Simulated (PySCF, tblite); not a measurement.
# C6H13GaGe: geometry, infrared bands and NMR shifts

Wanted: the infrared bands and NMR shifts of C6H13GaGe (`C=C[CH2][GeH2]/[CH]=C/[CH2][GaH2]`), by calculation.

Computed with tblite 0.8.0 and PySCF 2.14.0, with density-fitted response routines of our own, on a single molecule in the gas phase. Atoms count from 0, in the outputs and in this text.

### 1 The starting structure

21 atoms, charge 0, multiplicity 1; geometry from: force field or distance geometry start.

Bonds of the start (Å): C0–C1 1.33, C1–C2 1.47, C2–Ge3 1.95, Ge3–C4 1.91, C4–C5 1.34, C5–C6 1.47, C6–Ga7 1.85, C0–H8 1.10, C0–H9 1.09, C1–H10 1.10, C2–H11 1.11, C2–H12 1.11, Ge3–H13 1.56, Ge3–H14 1.56, C4–H15 1.09, C5–H16 1.10, C6–H17 1.13, C6–H18 1.10, Ga7–H19 1.55, Ga7–H20 1.47.

### 2 Geometry optimisation with GFN2-xTB

What the job is given:

```
{"job": {"kind": "relax", "xc": "GFN2-xTB", "basis": "xTB"}, "charge": 0, "multiplicity": 1}
C      4.486200     0.351800    -0.421800
C      3.484900     0.094000     0.415100
C      2.176800     0.772000     0.390400
Ge     0.866100    -0.634000     0.084500
C     -0.849800     0.015700    -0.436300
C     -1.922500    -0.636500     0.046300
C     -3.280600    -0.209500    -0.303200
Ga    -4.370800     0.302700     1.106700
H      4.364500     1.112300    -1.209100
H      5.422300    -0.203300    -0.316900
H      3.636800    -0.670500     1.191700
H      2.023800     1.222700     1.388100
H      2.088400     1.565900    -0.373200
H      0.770700    -1.619700     1.290600
H      1.388500    -1.445100    -1.143000
H     -0.990300     0.867500    -1.093700
H     -1.745600    -1.488700     0.720500
H     -3.787500    -1.145800    -0.694100
H     -3.348300     0.530900    -1.111700
H     -4.944600     1.710100     0.807300
H     -5.478000    -0.475800     1.671900
```

Launch:

```
$ OMP_NUM_THREADS=1 python probes_run.py task.json out
```

The driver reads the jobs from task.json and runs them one after another.

Output:

```text
step      E/eV     max force
  0    -610.52120    3.100
  1    -610.79404    1.438
  2    -610.96751    1.251
  3    -611.07423    0.958
  4    -611.18468    0.736
  5    -611.24371    0.858
  6    -611.29194    0.581
  7    -611.33432    0.509
  8    -611.37893    0.466
  9    -611.40156    0.420
 10    -611.42510    0.317
 11    -611.44216    0.265
 12    -611.45360    0.256
 13    -611.46150    0.258
 14    -611.46771    0.196
 15    -611.47341    0.223
 16    -611.47921    0.200
 17    -611.48388    0.200
 18    -611.48741    0.177
 19    -611.49056    0.135
 20    -611.49365    0.147
 21    -611.49641    0.099
 22    -611.49872    0.113
 23    -611.50070    0.091
 24    -611.50247    0.101
 25    -611.50405    0.085
 26    -611.50551    0.091
 27    -611.50715    0.096
 28    -611.50916    0.120
 29    -611.51107    0.110
 30    -611.51230    0.076
 31    -611.51294    0.048
 32    -611.51339    0.064
 33    -611.51392    0.078
 34    -611.51454    0.061
 35    -611.51520    0.061
 36    -611.51592    0.063
 37    -611.51676    0.084
 38    -611.51775    0.094
 39    -611.51882    0.068
 40    -611.51990    0.080
 41    -611.52106    0.089
 42    -611.52239    0.127
 43    -611.52375    0.109
 44    -611.52497    0.061
 45    -611.52605    0.069
 46    -611.52726    0.124
 47    -611.52883    0.168
 48    -611.53058    0.145
 49    -611.53206    0.075
 50    -611.53308    0.061
 51    -611.53392    0.091
 52    -611.53483    0.106
 53    -611.53586    0.074
 54    -611.53702    0.096
 55    -611.53827    0.087
 56    -611.53963    0.128
 57    -611.54100    0.128
 58    -611.54214    0.092
 59    -611.54308    0.088
 60    -611.54406    0.071
 61    -611.54505    0.097
 62    -611.54591    0.087
 63    -611.54669    0.074
 64    -611.54747    0.064
 65    -611.54840    0.070
 66    -611.54940    0.070
 67    -611.54997    0.046
 68    -611.55034    0.043
 69    -611.55067    0.040
 70    -611.55099    0.044
 71    -611.55125    0.029
 72    -611.55144    0.026
 73    -611.55163    0.029
 74    -611.55185    0.042
 75    -611.55205    0.039
 76    -611.55220    0.032
 77    -611.55232    0.032
 78    -611.55241    0.023
 79    -611.55249    0.022
 80    -611.55257    0.018
 81    -611.55264    0.019
 82    -611.55274    0.025
 83    -611.55285    0.031
 84    -611.55296    0.030
 85    -611.55305    0.021
 86    -611.55312    0.017
 87    -611.55321    0.023
 88    -611.55335    0.031
 89    -611.55355    0.036
 90    -611.55380    0.035
 91    -611.55409    0.037
 92    -611.55442    0.045
 93    -611.55480    0.059
 94    -611.55516    0.055
 95    -611.55543    0.035
 96    -611.55560    0.034
 97    -611.55575    0.031
 98    -611.55594    0.035
 99    -611.55616    0.035
100    -611.55636    0.025
101    -611.55653    0.031
102    -611.55672    0.034
103    -611.55701    0.048
104    -611.55747    0.056
105    -611.55800    0.050
106    -611.55839    0.048
107    -611.55866    0.046
108    -611.55891    0.040
109    -611.55937    0.052
110    -611.55994    0.057
111    -611.56051    0.068
112    -611.56093    0.050
113    -611.56131    0.038
114    -611.56174    0.044
115    -611.56227    0.042
116    -611.56271    0.041
117    -611.56303    0.039
118    -611.56331    0.036
119    -611.56365    0.048
120    -611.56398    0.043
121    -611.56421    0.041
122    -611.56437    0.028
123    -611.56454    0.031
124    -611.56476    0.028
125    -611.56493    0.022
126    -611.56508    0.024
127    -611.56521    0.023
128    -611.56536    0.029
129    -611.56556    0.035
130    -611.56582    0.039
131    -611.56611    0.039
132    -611.56639    0.029
133    -611.56670    0.041
134    -611.56702    0.060
135    -611.56733    0.050
136    -611.56757    0.027
137    -611.56775    0.026
138    -611.56792    0.032
139    -611.56818    0.050
140    -611.56855    0.056
141    -611.56901    0.044
142    -611.56947    0.037
143    -611.56989    0.039
144    -611.57030    0.049
145    -611.57066    0.093
146    -611.57123    0.061
147    -611.57179    0.053
148    -611.57250    0.038
149    -611.57264    0.031
150    -611.57280    0.021
151    -611.57292    0.017
152    -611.57297    0.016
153    -611.57303    0.016
154    -611.57311    0.016
155    -611.57314    0.014
156    -611.57321    0.017
157    -611.57327    0.014
158    -611.57332    0.015
159    -611.57338    0.015
160    -611.57344    0.016
161    -611.57351    0.020
162    -611.57360    0.021
163    -611.57368    0.013
164    -611.57373    0.016
165    -611.57377    0.015
166    -611.57381    0.012
167    -611.57385    0.013
168    -611.57389    0.014
169    -611.57392    0.013
170    -611.57395    0.013
171    -611.57398    0.011
172    -611.57402    0.013
173    -611.57406    0.014
174    -611.57410    0.017
175    -611.57414    0.018
176    -611.57421    0.019
177    -611.57433    0.023
178    -611.57448    0.030
179    -611.57467    0.038
180    -611.57495    0.050
181    -611.57539    0.056
182    -611.57609    0.059
183    -611.57689    0.072
184    -611.57731    0.160
185    -611.57881    0.078
186    -611.57959    0.047
187    -611.58048    0.060
188    -611.58138    0.062
189    -611.58243    0.057
190    -611.58280    0.066
191    -611.58324    0.051
192    -611.58390    0.066
193    -611.58475    0.066
194    -611.58598    0.081
195    -611.58678    0.066
196    -611.58748    0.056
197    -611.58803    0.076
198    -611.58844    0.059
199    -611.58896    0.059
200    -611.58952    0.062
201    -611.59000    0.039
202    -611.59042    0.040
203    -611.59074    0.045
204    -611.59112    0.052
205    -611.59148    0.055
206    -611.59190    0.047
207    -611.59236    0.047
208    -611.59298    0.045
209    -611.59338    0.042
210    -611.59374    0.037
211    -611.59418    0.036
212    -611.59470    0.047
213    -611.59540    0.065
214    -611.59616    0.080
215    -611.59612    0.086
216    -611.59728    0.054
217    -611.59772    0.045
218    -611.59874    0.064
219    -611.59943    0.084
220    -611.60065    0.089
221    -611.60156    0.080
222    -611.60215    0.080
223    -611.60235    0.055
224    -611.60290    0.048
225    -611.60331    0.048
226    -611.60386    0.045
227    -611.60421    0.057
228    -611.60459    0.063
229    -611.60500    0.054
230    -611.60559    0.054
231    -611.60610    0.051
232    -611.60651    0.051
233    -611.60688    0.044
234    -611.60733    0.054
235    -611.60781    0.048
236    -611.60819    0.037
237    -611.60854    0.049
238    -611.60885    0.044
239    -611.60915    0.038
240    -611.60926    0.054
241    -611.60944    0.028
242    -611.60959    0.024
243    -611.60983    0.036
244    -611.61000    0.031
245    -611.61014    0.034
246    -611.61028    0.032
247    -611.61047    0.030
248    -611.61075    0.040
249    -611.61110    0.044
250    -611.61143    0.033
251    -611.61169    0.031
252    -611.61191    0.029
253    -611.61212    0.032
254    -611.61232    0.027
255    -611.61249    0.024
256    -611.61262    0.029
257    -611.61273    0.023
258    -611.61284    0.028
259    -611.61297    0.029
260    -611.61311    0.030
261    -611.61325    0.027
262    -611.61335    0.018
263    -611.61340    0.015
264    -611.61344    0.018
265    -611.61347    0.017
266    -611.61351    0.012
267    -611.61353    0.008
```

Wall time 4.3 s (1 thread of Arm Neoverse N1, shared host); peak memory 0.18 GiB.

Along the way: (not every step is listed)

```tsv
step	energy from step 0 (eV)	largest force (eV/Å)
0	0.0000	3.1004
1	-0.2728	1.4385
2	-0.4463	1.2510
3	-0.5530	0.9577
4	-0.6635	0.7359
5	-0.7225	0.8577
6	-0.7707	0.5812
7	-0.8131	0.5086
8	-0.8577	0.4661
33	-0.9927	0.0783
58	-1.0209	0.0916
83	-1.0317	0.0311
108	-1.0377	0.0403
133	-1.0455	0.0409
158	-1.0521	0.0154
183	-1.0557	0.0721
208	-1.0718	0.0450
233	-1.0857	0.0439
258	-1.0916	0.0284
262	-1.0921	0.0185
263	-1.0922	0.0146
264	-1.0922	0.0184
265	-1.0923	0.0170
266	-1.0923	0.0121
267	-1.0923	0.0081
```

Distances of close pairs at the start and the end, largest changes first:

```tsv
bond	before (Å)	after (Å)	change (Å)
C6–Ga7	1.854	2.058	+0.204
Ga7–H20	1.467	1.596	+0.129
Ge3–H13	1.561	1.507	-0.054
Ge3–H14	1.561	1.508	-0.054
C2–Ge3	1.946	1.994	+0.048
C6–H17	1.134	1.094	-0.040
Ge3–C4	1.907	1.944	+0.037
Ga7–H19	1.549	1.582	+0.033
```

The end geometry stands in the next job.

### 3 Infrared spectrum with GFN2-xTB

What the job is given:

```
{"job": {"kind": "ir", "xc": "GFN2-xTB", "basis": "xTB"}, "charge": 0, "multiplicity": 1}
C      4.275040     0.736845     0.096838
C      3.233933     0.198394     0.706789
C      1.822773     0.602354     0.483171
Ge     0.831085    -0.767371    -0.573601
C     -1.062793    -0.343747    -0.685678
C     -2.029986    -1.097496    -0.160129
C     -3.469979    -0.742228    -0.221510
Ga    -3.631763     0.951011     0.937168
H      4.161288     1.541770    -0.611063
H      5.281108     0.400698     0.280242
H      3.378576    -0.610698     1.412431
H      1.306256     0.722308     1.437681
H      1.773516     1.553021    -0.049824
H      0.982316    -2.130723     0.049692
H      1.440499    -0.856990    -1.949635
H     -1.352279     0.559881    -1.219382
H     -1.763194    -1.998255     0.382553
H     -4.120433    -1.556458     0.111147
H     -3.762766    -0.465237    -1.240864
H     -2.315277     1.736417     1.329883
H     -4.986842     1.583447     1.493987
```

Output:

```text
mode    cm-1     km/mol
  1      18.3      2.22
  2      24.9      0.63
  3      30.4      0.09
  4      52.8      0.59
  5      69.6      1.61
  6      90.9      1.06
  7     139.9      1.37
  8     188.4      0.95
  9     199.0      0.79
 10     230.2     11.33
 11     323.6     14.10
 12     367.6     68.24
 13     396.9    114.65
 14     399.6     54.49
 15     401.7     25.21
 16     485.5     43.84
 17     518.6     22.05
 18     576.1     39.54
 19     609.9     43.97
 20     649.4    173.25
 21     678.0    305.39
 22     699.8    124.89
 23     710.7     80.89
 24     724.7    150.34
 25     797.3     62.36
 26     833.8    210.84
 27     880.7     20.03
 28     949.6     17.99
 29     981.8     27.99
 30    1006.0     11.47
 31    1011.6     10.68
 32    1044.4     29.99
 33    1047.6     39.41
 34    1087.7     17.57
 35    1165.1     64.80
 36    1186.8      1.44
 37    1200.2     17.78
 38    1284.8      0.86
 39    1293.3      6.68
 40    1409.4      7.86
 41    1421.6      0.74
 42    1442.9      1.90
 43    1500.7    519.09
 44    1573.1    607.35
 45    1622.8    205.71
 46    1707.2     31.78
 47    1925.9    322.31
 48    1990.2    487.06
 49    2893.0     13.34
 50    2925.1     24.88
 51    2946.0     37.09
 52    2953.0     59.32
 53    2964.8     32.40
 54    3012.7     43.32
 55    3038.6     44.70
 56    3096.1     26.18
 57    3124.9     58.28
```

It took 1.7 s on 1 thread of Arm Neoverse N1, shared host; peak memory 0.18 GiB.

Which atoms move in the most intense modes:

```tsv
cm⁻¹	km/mol	atoms
649	173.2	H14 28 %, H13 27 %
678	305.4	H19 40 %, H20 29 %
834	210.8	H14 48 %, H13 48 %
1501	519.1	H20 82 %, H19 16 %
1573	607.4	H19 81 %, H20 16 %
1623	205.7	C5 52 %, C4 41 %
1926	322.3	H14 55 %, H13 44 %
1990	487.1	H13 55 %, H14 44 %
```

### 4 NMR shieldings: PBE0/pcSseg-1

Same as in step 3 but for these lines:

```diff
@@ -1,2 +1,2 @@
-{"job": {"kind": "ir", "xc": "GFN2-xTB", "basis": "xTB"}, "charge": 0, "multiplicity": 1}
+{"job": {"kind": "nmr", "xc": "PBE0", "basis": "pcSseg-1"}, "charge": 0, "multiplicity": 1}
 C      4.275040     0.736845     0.096838
```

With the program's defaults for keys left out, this is: GIAO PBE0/pcSseg-1 NMR shielding, non-relativistic, gas phase.

Output:

```text
coarse grid: 78048 points
cycle   1  E = -4236.8185507912  dE = -6.093e-01  |g| = 1.335e+00  |ddm| = 4.233e+00
cycle   2  E = -4236.7329490984  dE =  8.560e-02  |g| = 1.482e+00  |ddm| = 1.519e+00
cycle   3  E = -4236.9786136624  dE = -2.457e-01  |g| = 1.201e-01  |ddm| = 9.747e-01
cycle   4  E = -4236.9805624447  dE = -1.949e-03  |g| = 4.322e-02  |ddm| = 1.208e-01
cycle   5  E = -4236.9809509067  dE = -3.885e-04  |g| = 7.270e-03  |ddm| = 4.156e-02
cycle   6  E = -4236.9809623837  dE = -1.148e-05  |g| = 3.031e-03  |ddm| = 8.999e-03
cycle   7  E = -4236.9809644575  dE = -2.074e-06  |g| = 9.931e-04  |ddm| = 2.988e-03
final grid: 163416 points
cycle   8  E = -4236.9809498995  dE =  3.717e-07  |g| = 1.634e-03  |ddm| = 3.046e-03
cycle   9  E = -4236.9809485450  dE =  1.354e-06  |g| = 2.814e-03  |ddm| = 3.596e-03
cycle  10  E = -4236.9809505992  dE = -2.054e-06  |g| = 1.318e-04  |ddm| = 2.224e-03
cycle  11  E = -4236.9809506038  dE = -4.593e-09  |g| = 2.264e-05  |ddm| = 1.472e-04
cycle  12  E = -4236.9809506039  dE = -9.277e-11  |g| = 3.872e-06  |ddm| = 2.214e-05
converged SCF energy = -4236.9809506039

GIAO shielding tensors (ppm)
atom      isotropic    diamagn.    paramagn.     s11        s22        s33       span
  0 C       68.078     251.034    -182.955    -43.001     91.131    156.105    199.107
  1 C       43.183     255.479    -212.296    -80.045     49.193    160.400    240.445
  2 C      160.162     251.195     -91.033    138.055    154.989    187.443     49.388
  3 Ge    1456.522    2757.571   -1301.048   1387.642   1416.402   1565.522    177.880
  4 C       54.908     262.924    -208.016    -49.821     56.786    157.758    207.579
  5 C       28.080     257.619    -229.540   -100.532     35.307    149.463    249.995
  6 C      150.238     255.300    -105.062    134.928    145.662    170.123     35.195
  7 Ga    1083.610    2637.197   -1553.587    938.899   1008.433   1303.498    364.599
  8 H       26.408      30.846      -4.438     22.823     25.409     30.992      8.169
  9 H       26.601      26.119       0.483     23.483     25.390     30.931      7.448
 10 H       25.522      29.950      -4.428     22.959     24.336     29.272      6.313
 11 H       29.710      33.407      -3.697     24.905     29.255     34.970     10.066
 12 H       29.573      34.252      -4.679     25.257     29.103     34.359      9.102
 13 H       27.691      32.248      -4.557     21.428     23.738     37.908     16.480
 14 H       27.608      31.414      -3.806     21.206     22.981     38.637     17.431
 15 H       25.629      36.333     -10.704     21.732     24.613     30.541      8.809
 16 H       24.674      35.362     -10.688     20.992     23.194     29.835      8.843
 17 H       29.228      28.747       0.481     25.007     28.223     34.455      9.449
 18 H       29.203      29.605      -0.402     24.952     28.241     34.415      9.463
 19 H       25.085      28.468      -3.383     21.048     22.110     32.098     11.051
 20 H       24.424      26.723      -2.299     19.074     20.235     33.964     14.890
```

It took 2.5 min on 1 thread of Arm Neoverse N1, shared host; peak memory 1.2 GiB.

The references, computed at this level on geometries of the same kind, shield at (ppm): ¹H TMS 31.72, ¹³C TMS 186.9, ⁷³Ge GeMe4 1331. Their shielding less the atom's gives the shift. The references are single molecules in the gas phase. Atoms listed in one row are averaged.

```tsv
atoms	environment	σ (ppm)	δ (ppm)
C5	alkene CH	28.1	158.8
C1	alkene CH	43.2	143.7
C4	alkene CH	54.9	132.0
C0	terminal =CH2 carbon	68.1	118.8
C6	allylic sp3 CH2 bonded to Ga	150.2	36.7
C2	allylic sp3 CH2 bonded to Ge	160.2	26.8
H16	hydrogen on an alkene CH	24.67	7.04
H19, H20	hydrogen on a Ga bonded to C	24.75	6.96
H10	hydrogen on an alkene CH	25.52	6.19
H15	hydrogen on an alkene CH	25.63	6.09
H8	hydrogen on a terminal =CH2 carbon	26.41	5.31
H9	hydrogen on a terminal =CH2 carbon	26.60	5.12
H13, H14	hydrogen on a germanium bonded to 2 C	27.65	4.07
H17, H18	hydrogen on an allylic sp3 CH2 bonded to Ga	29.22	2.50
H11, H12	hydrogen on an allylic sp3 CH2 bonded to Ge	29.64	2.08
Ge3	germanium bonded to 2 C, 2 H	1457	-126
Ga7	Ga bonded to C, 2 H	1084	–
```

Charges from the same density, by scheme (e):

```tsv
atoms	Mulliken	IAO	Hirshfeld	ESP fit
C0	-0.15	-0.34	-0.12	-0.52
C1	-0.23	-0.12	-0.04	-0.11
C2	-0.43	-0.50	-0.15	-0.19
Ge3	0.53	0.64	0.33	0.41
C4	-0.44	-0.43	-0.16	-0.70
C5	-0.14	-0.11	-0.05	0.33
C6	-0.53	-0.54	-0.18	-0.76
Ga7	0.52	0.55	0.44	0.84
```

Mayer bond orders: C0–C1 1.97, C1–C2 1.03, C2–Ge3 0.91, Ge3–C4 0.90, C4–C5 1.81, C5–C6 1.04, C6–Ga7 0.80.

### 5 Results

| quantity | value |
| --- | --- |
| strongest single infrared mode (GFN2-xTB) | 1573 cm⁻¹, 607 km/mol |
| zero-point energy (GFN2-xTB) | 94.2 kcal/mol |
| ¹³C shifts against TMS (PBE0/pcSseg-1) | 158.8, 143.7, 132.0, 118.8, 36.7, 26.8 ppm |
| ¹H shifts against TMS (PBE0/pcSseg-1, means over atoms taken as alike) | 7.04, 6.96, 6.19, 6.09, 5.31, 5.12, 4.07, 2.50, 2.08 ppm |
| ⁷³Ge shifts against GeMe4 (PBE0/pcSseg-1) | -126 ppm |
| shieldings of Ga (PBE0/pcSseg-1) | Ga7 1083.6 ppm |

**Reading.** Over 267 steps the energy fell by 1.092 eV; of the close pairs, C6–Ga7 changed most, 1.854 to 2.058 Å. All 57 modes are real, so the xTB geometry is a minimum. The strongest single mode, at 1573 cm⁻¹, moves mainly H19. GFN2-xTB is a fitted tight-binding method: band positions and strengths are rough. Its intensities can rank the bands wrongly. At PBE0/pcSseg-1: Shielding is most anisotropic at Ga7 (span 365 ppm, paramagnetic term -1554 ppm). Spin-orbit coupling is left out, which matters for shieldings and couplings at and beside the heavy atoms.
